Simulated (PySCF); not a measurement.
# A diatomic session: SnC

The task here is to estimate one member of a computed series from the others.

Method: Sn cc-pVDZ-PP with ECP28, C cc-pVDZ, scalar-relativistic core potentials; program: PySCF 2.14.0.

Set-up of the first run:

A driver script around PySCF takes these settings:

```yaml
atoms: Sn, C
charge: 0
basis: Sn cc-pVDZ-PP with ECP28, C cc-pVDZ
Hamiltonian: scalar-relativistic core potentials
basis_functions: 37
electrons_treated: 28
masses_in_u: 119.9022, 12.0000
levels: PBE0, PBE, r²SCAN, M06-L, BHandHLYP, PBEsol, HF, MP2, SCS-MP2, CCSD, CCSD(T)
grid: 80 radial by 434 angular points
occupations: held fixed by the projection of orbital angular momentum
dissociation_limit: Sn + C, each in its ground configuration
starting_distance_in_angstrom: 2.060
values_of_2S_to_try: 0, 2, 4
```

The run is started by

```console
$ OMP_NUM_THREADS=1 python dia.py task.json out
```

Among the steps run: Set-up; The PBE0 curve of the state that the search chose; Excited determinants; PBE (GGA); r²SCAN; M06-L (meta-GGA); BHandHLYP (global hybrid GGA); PBEsol (GGA); ROHF; MP2 and coupled cluster.

One of the session's tables, all rows but one given; the rest of the session is left out.

Energy (eV) from each level's lowest point:

| R (Å) | ROHF | ROHF-MP2 | ROHF-SCS-MP2 | ROHF-CCSD | ROHF-CCSD(T) |
| --- | --- | --- | --- | --- | --- |
| 1.747 | 0.927 | 1.093 | 1.112 | n/a | n/a |
| 1.828 | 0.347 | 0.457 | 0.473 | 0.525 | 0.568 |
| 1.909 | 0.068 | 0.118 | 0.129 | 0.170 | 0.195 |
| 1.970 | 0.000 | 0.010 | 0.016 | 0.041 | 0.053 |
| 2.031 | 0.019 | 0.000 | 0.000 | 0.000 | 0.000 |
| 2.092 | 0.100 | 0.070 | 0.062 | 0.025 | 0.013 |
| 2.173 | 0.270 | 0.263 | 0.240 | 0.131 | 0.104 |
| 2.275 | ? | ? | ? | ? | ? |
| 2.397 | 0.855 | 1.167 | 1.091 | 0.654 | 0.581 |
| 2.559 | 1.230 | 1.943 | 1.819 | n/a | n/a |

Estimate the missing values for R (Å) = 2.275.

Worked estimate for «ROHF». A straight line through the neighbours (2.173, 0.270) and (2.397, 0.855) gives 0.270 + (0.855 − 0.270) × (2.275 − 2.173) / (2.397 − 2.173) = 0.536; a parabola fitted to 4 rows on both sides gives 0.543.

**Answer.** ROHF: 0.531; ROHF-MP2: 0.622; ROHF-SCS-MP2: 0.578; ROHF-CCSD: 0.341; ROHF-CCSD(T): 0.294. In «ROHF» the line misses by +0.005 and the parabola by +0.012.
